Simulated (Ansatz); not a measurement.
# Zr3S2: an axial (c/a) deformation path

This session takes Zr3S2 and sets out to follow an axial (c/a) deformation at fixed volume.

Computed with Ansatz 0.2.0 (DFT PBEsol, scalar-relativistic, plane waves, PAW, unless a step's input says otherwise).

## Step 1: Starting point

Symmetry: R32, No. 155, trigonal system. Conventional cell: a = 5.729 Å, b = 5.729 Å, c = 10.304 Å, α = 90.00°, β = 90.00°, γ = 120.00°. Around Zr (site symmetry 2) lie 4 S at 2.57 to 2.58 Å. S (site symmetry 3) is surrounded by 6 Zr at 2.57 to 2.58 Å.

As a file:

```xyz
5
Lattice="2.8646 1.6539 3.4347 -2.8646 1.6539 3.4347 0.0000 -3.3077 3.4347" Properties=species:S:1:pos:R:3 pbc="T T T"
Zr   -1.9374    0.0000    5.1520
Zr    0.9687   -1.6778    5.1520
Zr    0.9687    1.6778    5.1520
S     0.0000    0.0000    3.4515
S     0.0000    0.0000    6.8526
```

It goes back to an entry of the Materials Project, which need not be the stable form.

It is the result of an earlier relaxation at this level (volume 19.53 Å³/atom; gap on the mesh: none (metal)).

## Step 2: Next: an axial (c/a) deformation path

At fixed volume and fractional coordinates, lengths along (0.000, 0.000, 1.000) are scaled against those across it; ρ is that ratio over its starting value.

## Step 3: At ρ = 0.850

input.yaml

```yaml
crystal:
  lattice:
    - [3.0240356754, 1.7459278112, 3.0820130201]
    - [-3.0240356754, 1.7459278112, 3.0820130201]
    - [0.0, -3.4918556224, 3.0820130202]
  atoms:
    - { symbol: Zr, position: [0.1618381723, 0.8381618277, 0.5] }
    - { symbol: Zr, position: [0.5, 0.1618381723, 0.8381618277] }
    - { symbol: Zr, position: [0.8381618277, 0.5, 0.1618381723] }
    - { symbol: S, position: [0.3349612457, 0.3349612457, 0.3349612457] }
    - { symbol: S, position: [0.6650387543, 0.6650387543, 0.6650387543] }
basis:
  ecutwfc: 420
kpoints:
  mp_grid: { grid: [12, 12, 12] }
hamiltonian:
  xc: pbesol
scf:
  occupations: { method: gaussian, width: 0.15 }
output:
  forces: true
  stress: true
  eigenvalues: true
```

Command:

```console
> ansatz run input.yaml --threads 1 --pin off --max-ram 2560MiB --backend cpu --events-out ev --progress --plain --runs-dir out
```

## Step 4: Point ρ = 1.200

Edit input.yaml of step 3 so:

```diff
@@ -2,5 +2,5 @@
   lattice:
-    - [3.0240356754, 1.7459278112, 3.0820130201]
-    - [-3.0240356754, 1.7459278112, 3.0820130201]
-    - [0.0, -3.4918556224, 3.0820130202]
+    - [2.6956663471, 1.5563436911, 3.8786091349]
+    - [-2.6956663471, 1.5563436911, 3.8786091349]
+    - [0.0, -3.1126873823, 3.878609135]
   atoms:
```

## Step 5: Point ρ = 0.920

Edit input.yaml of step 4 so:

```diff
@@ -2,5 +2,5 @@
   lattice:
-    - [2.6956663471, 1.5563436911, 3.8786091349]
-    - [-2.6956663471, 1.5563436911, 3.8786091349]
-    - [0.0, -3.1126873823, 3.878609135]
+    - [2.9453072729, 1.7004739469, 3.2489802412]
+    - [-2.9453072729, 1.7004739469, 3.2489802412]
+    - [0.0, -3.4009478937, 3.2489802412]
   atoms:
@@ -23 +23,5 @@
   eigenvalues: true
+  write_density: true
+  write_potential: true
+  elf: true
+  volumetric_format: npy
```

## Step 6: At ρ = 1.100

Edit input.yaml of step 5 so:

```diff
@@ -2,5 +2,5 @@
   lattice:
-    - [2.9453072729, 1.7004739469, 3.2489802412]
-    - [-2.9453072729, 1.7004739469, 3.2489802412]
-    - [0.0, -3.4009478937, 3.2489802412]
+    - [2.7749957599, 1.602144549, 3.6600215462]
+    - [-2.7749957599, 1.602144549, 3.6600215462]
+    - [0.0, -3.2042890979, 3.6600215462]
   atoms:
@@ -23,5 +23 @@
   eigenvalues: true
-  write_density: true
-  write_potential: true
-  elf: true
-  volumetric_format: npy
```

## Step 7: At ρ = 0.960

Edit input.yaml of step 6 so:

```diff
@@ -2,5 +2,5 @@
   lattice:
-    - [2.7749957599, 1.602144549, 3.6600215462]
-    - [-2.7749957599, 1.602144549, 3.6600215462]
-    - [0.0, -3.2042890979, 3.6600215462]
+    - [2.9038185455, 1.6765204189, 3.3424840278]
+    - [-2.9038185455, 1.6765204189, 3.3424840278]
+    - [0.0, -3.3530408378, 3.3424840278]
   atoms:
```

## Step 8: Point ρ = 1.050

Edit input.yaml of step 7 so:

```diff
@@ -2,5 +2,5 @@
   lattice:
-    - [2.9038185455, 1.6765204189, 3.3424840278]
-    - [-2.9038185455, 1.6765204189, 3.3424840278]
-    - [0.0, -3.3530408378, 3.3424840278]
+    - [2.8183620732, 1.6271821017, 3.5482541386]
+    - [-2.8183620732, 1.6271821017, 3.5482541386]
+    - [0.0, -3.2543642033, 3.5482541386]
   atoms:
```

## Step 9: At ρ = 0.800

Edit input.yaml of step 8 so:

```diff
@@ -2,5 +2,5 @@
   lattice:
-    - [2.8183620732, 1.6271821017, 3.5482541386]
-    - [-2.8183620732, 1.6271821017, 3.5482541386]
-    - [0.0, -3.2543642033, 3.5482541386]
+    - [3.0857676607, 1.7815687896, 2.9599327454]
+    - [-3.0857676607, 1.7815687896, 2.9599327454]
+    - [0.0, -3.5631375791, 2.9599327454]
   atoms:
```

(Steps that only read results are left out.)

**Question.** What will these runs give? Wanted: highest point.

As calculated:

| quantity | value |
| --- | --- |
| highest point | 205.7 meV/atom at ρ = 0.800 |

The undisturbed cell stays the lowest of the sampled points. No further minimum shows among the sampled points.
